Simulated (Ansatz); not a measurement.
# GaN: the band gap up the ladder of functionals

The task here is to estimate one member of a computed series from the others.

The runs shown are made with Ansatz 0.2.0. PAW datasets, plane waves. No spin polarisation. The prototype was imposed, so other structures may be more stable.

## Starting point

The cell was relaxed beforehand with r2SCAN.

It is hexagonal, P6_3mc (No. 186); a = 3.182 Å, c = 10.377 Å in the conventional setting, 11.37 Å³ an atom. Near Ga stand 4 N at 1.95 Å; near N stand 4 Ga at 1.95 Å.

Coordinates:

```xyz
8
Lattice="3.1817 0.0000 0.0000 -1.5908 2.7554 0.0000 0.0000 0.0000 10.3773" Properties=species:S:1:pos:R:3 pbc="T T T"
Ga    0.0000    0.0000   -0.0037
Ga    0.0000    1.8370    2.5936
Ga    0.0000    0.0000    5.1849
Ga    1.5908    0.9185    7.7823
N     0.0000    0.0000    1.9472
N     0.0000    1.8370    4.5430
N     0.0000    0.0000    7.1359
N     1.5908    0.9185    9.7317
```

Set-up of the first run:

input.yaml reads:

```yaml
crystal:
  lattice:
    - [3.1816932474, 0.0, 0.0]
    - [-1.5908466237, 2.7554271793, 0.0]
    - [0.0, 0.0, 10.3772869205]
  atoms:
    - { symbol: Ga, position: [0.0, 0.0, -0.0003613262] }
    - { symbol: Ga, position: [0.3333333333, 0.6666666667, 0.2499322613] }
    - { symbol: Ga, position: [0.0, 0.0, 0.4996386738] }
    - { symbol: Ga, position: [0.6666666667, 0.3333333333, 0.7499322613] }
    - { symbol: "N", position: [0.0, 0.0, 0.1876438627] }
    - { symbol: "N", position: [0.3333333333, 0.6666666667, 0.4377852022] }
    - { symbol: "N", position: [0.0, 0.0, 0.6876438627] }
    - { symbol: "N", position: [0.6666666667, 0.3333333333, 0.9377852022] }
kpoints:
  mp_grid: { grid: [12, 12, 4] }
  band_path:
    path:
      - [[0.0, 0.0, 0.0], [0.5, 7.601290487179e-17, -1.082512330799e-17], [0.3333333333333, 0.3333333333333, -7.216748871997e-18], [0.0, 0.0, 0.0], [2.047322769143e-35, 9.16154062282e-36, 0.5], [0.5, 7.626727695757e-17, 0.5], [0.3333333333333, 0.3333333333333, 0.5], [2.047322769143e-35, 9.16154062282e-36, 0.5]]
      - [[0.5, 7.626727695757e-17, 0.5], [0.5, 7.601290487179e-17, -1.082512330799e-17]]
      - [[0.3333333333333, 0.3333333333333, 0.5], [0.3333333333333, 0.3333333333333, -7.216748871997e-18]]
    npoints: 10
hamiltonian:
  xc: pbe
scf:
  occupations: { method: fermi_dirac, width: 0.02 }
  n_extra_bands: 6
output:
  forces: true
  stress: true
  eigenvalues: true
```

Launch:

```console
$ ansatz run input.yaml --threads 2 --pin off --max-ram 20275MiB --backend cpu --events-out ev --progress --plain --runs-dir out
```

Among the steps run: PBE bands along the symmetry lines; r2SCAN at the same geometry; Single point with HSE06; Single point with PBE+SOC; Single point with PBE0.

One of the session's tables, all rows but one given; the rest of the session is left out.

```
  level  gap (eV)
    PBE      1.84
 r2SCAN      2.26
  HSE06         ?
PBE+SOC      1.84
   PBE0      3.79
```

**Question.** Estimate the row for HSE06.

**Answer.** gap (eV): 3.10. In the column «gap (eV)» it lies between r2SCAN (2.26) and PBE0 (3.79).

Meshes: PBE 12×12×4, r2SCAN 12×12×4, HSE06 6×6×2, PBE+SOC 12×12×4, PBE0 6×6×2

In words: The gap runs from 1.84 eV (PBE+SOC) to 3.79 eV (PBE0). PBE reaches 59 % of the HSE06 value, and r2SCAN 73 %. PBE0 lies 0.69 eV above HSE06, which differs from it by screening the long-range exchange.

To keep in mind: Warnings in the runs' records: stress scf threshold loose, stress exchange threshold loose.
